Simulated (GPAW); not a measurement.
Write an ASE script for GPAW 26.7.0 that does the following.

| Property | Result |
| --- | --- |
| Task | single point |
| Functional | PBEsol |
| Potentials or basis | PAW data sets generated in the run's folder for this functional |
| Cutoff | 450 eV |
| Basis | pw |
| k mesh | 9 × 9 × 1 |
| Occupations | fermi-dirac, width 0.05 eV |
| Spin | no spin polarisation |
| Maxiter | 150 |
| Dipole layer | yes |

Slab: Sb, a slab with vacuum.

```xyz
7
Lattice="3.3690 0.0000 0.0000 -1.6845 2.9176 0.0000 0.0000 0.0000 30.9900" Properties=species:S:1:pos:R:3 pbc="T T T"
Sb    1.6845    0.9725    7.5000
Sb    0.0000    1.9451   10.1650
Sb    1.6845    0.9725   12.8300
Sb    0.0000    1.9451   15.4950
Sb    1.6845    0.9725   18.1600
Sb    0.0000    1.9451   20.8250
Sb    1.6845    0.9725   23.4900
```

The slab is cut from a database's or a generator's crystal, which needn't be the stable form of the element.

The cell isn't the ideal one: the (0 0 1) slab of Sb, cut from the database cell, not relaxed.

These files were run (other wordings do the same):

run.py

```python
import numpy as np
from ase import Atoms
from ase.dft.bandgap import bandgap
from ase.io import write
from gpaw import GPAW, PW, setup_paths

setup_paths.insert(0, '.')

atoms = Atoms(['Sb', 'Sb', 'Sb', 'Sb', 'Sb', 'Sb', 'Sb'],
              cell=[[3.3690001795, 0, 0.0],
                    [-1.6845000897, 2.9176397408, 0.0],
                    [0.0, 0.0, 30.99]],
              scaled_positions=[[0.6666666667, 0.3333333334, 0.2420135528],
                                [0.3333333333, 0.6666666666, 0.3280090352],
                                [0.6666666667, 0.3333333334, 0.4140045176],
                                [0.3333333333, 0.6666666666, 0.5],
                                [0.6666666667, 0.3333333334, 0.5859954824],
                                [0.3333333333, 0.6666666666, 0.6719909648],
                                [0.6666666667, 0.3333333334, 0.7579864472]],
              pbc=True)
atoms.pbc = (True, True, False)

calc = GPAW(mode=PW(450),
            xc='PBEsol',
            kpts={'size': (9, 9, 1), 'gamma': True},
            occupations={'name': 'fermi-dirac', 'width': 0.05},
            nbands=77,
            convergence={'density': 1e-05, 'energy': 1e-05},
            maxiter=150,
            poissonsolver={'dipolelayer': 'xy'},
            txt='gpaw.txt')
atoms.calc = calc
energy = atoms.get_potential_energy()
forces = atoms.get_forces()
calc.write('gs.gpw')
write('result.traj', atoms)
print(f'Energy: {energy:.6f} eV')
print('Forces (eV/A):')
print(forces.round(4))
print('Fermi level:', round(calc.get_fermi_level(), 4), 'eV')
print(f'Gap: {bandgap(calc)[0]:.4f} eV, direct: {bandgap(calc, direct=True)[0]:.4f} eV')

v = calc.get_electrostatic_potential().mean(axis=(0, 1))
z = np.arange(len(v)) * atoms.cell[2, 2] / len(v)
ef = calc.get_fermi_level()
np.savetxt('planar.dat', np.c_[z, v], fmt='%.4f')
below, above = np.interp([1.5, atoms.cell[2, 2] - 1.5], z, v) - ef
print(f'Work functions: bottom {below:.4f} eV, top {above:.4f} eV')
print('Dipole moment:', *calc.get_dipole_moment().round(5), 'e A')
```

Potentials or basis: PAW data sets generated in the run's folder for this functional, pw.

Run with:

```sh
$ gpaw-setup -f PBEsol Sb
$ OMP_NUM_THREADS=1 python run.py
```

Results of the run:

- Largest force: 0.385 eV/Å
- Band gap on the k mesh: none (metal or under the smearing width)
- Dipole across the slab: 0.00 e·Å
- Work function of the upper face: 4.23 eV
- Work function of the lower face: 4.23 eV

It took 98 s on 1 thread of AMD EPYC 9R45 96-Core Processor (Zen 5) (shared host), peak memory 0.34 GiB.
